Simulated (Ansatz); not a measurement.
# OSn: the cost of one run

Program: Ansatz 0.2.0 through its Python package. Level of theory: CCSD(T)/def2-SVP. These are calculated values, not measurements.

### 1 Starting point

Bond lengths: Sn1–O2 1.950 Å.

The script holds or builds the structure itself.

### 2 The script

Contents of run_scan.py:

```python
# -*- coding: utf-8 -*-
"""Potential curve of OSn along one bond."""

import logging
import sys
import warnings

import ansatz
from ase.data import atomic_masses, atomic_numbers
import numpy as np

logging.basicConfig(stream=sys.stdout, format="[%(levelname)s] %(message)s")
log = logging.getLogger("calc")
log.setLevel(logging.INFO)

BASIS = "def2-SVP"
METHOD = "CCSD(T)"

warnings.simplefilter("ignore", ansatz.DeckWarning)

geometry_ang = [
    ("Sn", (0.0, 0.0, 0.0)),
    ("O", (0.0, 0.0, 1.95)),
]
osn = ansatz.Crystal.molecule()
for symbol, xyz in geometry_ang:
    osn = osn.atom(symbol, xyz)

symbols = [site.symbol for site in osn.cartesian_sites]
start = np.array([site.position_ang for site in osn.cartesian_sites])
axis = (start[1] - start[0]) / np.linalg.norm(start[1] - start[0])
moving = [1]
lengths, energies = [1.716, 1.794, 1.872, 1.95, 2.028, 2.106, 2.184, 2.301], []
for length in lengths:
    xyz = start.copy()
    xyz[moving] += (length - np.linalg.norm(start[1] - start[0])) * axis
    point = ansatz.Crystal.molecule()
    for symbol, place in zip(symbols, xyz):
        point = point.atom(symbol, place.tolist())
    job = (
        point.calculation()
        .basis(gaussian=BASIS)
        .correlation(METHOD)
    )
    data = job.run(threads=1).report
    energies.append(data["free_energy_ev"])
    log.info(f"r = {length:6.3f} A  E = {energies[-1]:.5f} eV  <S^2> = {abs(data['mean_field']['state']['spin_squared']):.3f}")

# quartic fit about the minimum
fit = np.polynomial.Polynomial.fit(lengths, np.array(energies) - min(energies), 4).convert()
roots = [r.real for r in fit.deriv().roots() if abs(r.imag) < 1e-9 and fit.deriv(2)(r.real) > 0]
r_e = min(roots, key=lambda r: abs(r - lengths[int(np.argmin(energies))]))
log.info(f"minimum of the fit at {r_e:.4f} A, force constant {fit.deriv(2)(r_e):.2f} eV/A^2")
m1, m2 = (atomic_masses[atomic_numbers[s]] for s in symbols)
mu = m1 * m2 / (m1 + m2)
log.info(f"harmonic wavenumber {521.4709 * np.sqrt(fit.deriv(2)(r_e) / mu):.0f} 1/cm, rotational constant {16.857629 / (mu * r_e ** 2):.4f} 1/cm")
```

### 3 Launch

Started as:

```console
python run_scan.py
```

What time and memory should one allow on 1 thread of Arm Neoverse V1, shared host?

About 15 s, with a peak of 0.18 GiB.
